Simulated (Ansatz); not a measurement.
# H6OSSi3: the cost of one run

Method: RKS BLYP-D4/6-31G, in Ansatz 0.2.0.

### 1 The structure to begin with

Bond lengths: O1–Si2 1.595 Å, Si2–Si3 2.249 Å, Si3–Si4 2.288 Å, Si2–S5 2.157 Å, Si4–S5 2.203 Å, O1–H6 1.020 Å, Si2–H7 1.506 Å, Si3–H8 1.555 Å, Si3–H9 1.477 Å, Si4–H10 1.497 Å, Si4–H11 1.401 Å. Angles (14 of 20 angles, heavy atoms first): O1–Si2–Si3 113.9°, O1–Si2–S5 106.9°, Si3–Si2–S5 91.1°, Si2–Si3–Si4 77.8°, Si3–Si4–S5 88.9°, Si2–S5–Si4 81.7°, O1–Si2–H7 113.8°, Si3–Si2–H7 117.2°, S5–Si2–H7 111.1°, Si2–O1–H6 116.4°, Si2–Si3–H8 115.0°, Si2–Si3–H9 117.4°, Si4–Si3–H8 111.3°, Si4–Si3–H9 119.1°.

As a file:

```xyz
11

O    -1.6013    1.7806    0.8999
Si   -0.2701    1.1728    0.2646
Si    0.2565   -0.8729    1.0377
Si    0.8361   -1.0281   -1.1702
S    -0.8086    0.3539   -1.6566
H    -2.4160    1.8262    0.2887
H     0.8522    2.1691    0.1340
H     1.5111   -0.9253    1.9556
H    -0.8468   -1.7093    1.5513
H     0.4868   -2.3618   -1.7534
H     2.0656   -0.4622   -1.5310
```

### 2 Preparing the start

input.yaml reads:

```yaml
crystal:
  periodic: [false, false, false]
  atoms:
    - { symbol: O, position_ang: [-1.6013, 1.7806, 0.8999] }
    - { symbol: Si, position_ang: [-0.2701, 1.1728, 0.2646] }
    - { symbol: Si, position_ang: [0.2565, -0.8729, 1.0377] }
    - { symbol: Si, position_ang: [0.8361, -1.0281, -1.1702] }
    - { symbol: S, position_ang: [-0.8086, 0.3539, -1.6566] }
    - { symbol: H, position_ang: [-2.416, 1.8262, 0.2887] }
    - { symbol: H, position_ang: [0.8522, 2.1691, 0.134] }
    - { symbol: H, position_ang: [1.5111, -0.9253, 1.9556] }
    - { symbol: H, position_ang: [-0.8468, -1.7093, 1.5513] }
    - { symbol: H, position_ang: [0.4868, -2.3618, -1.7534] }
    - { symbol: H, position_ang: [2.0656, -0.4622, -1.531] }
basis:
  gaussian: { orbitals: "6-31G" }
hamiltonian:
  xc: blyp
  dispersion: d4
relax:
  f_tol: 0.02
  max_steps: 40
scf:
  lower_state_search: "off"
```

Command:

```
ansatz run input.yaml --threads 1 --pin off --max-ram 2048MiB --backend cpu --events-out ev --progress --plain --runs-dir out
```

What time and memory should one allow on 1 thread of Arm Neoverse V2, shared host?

About 56 s, with a peak of 0.14 GiB.
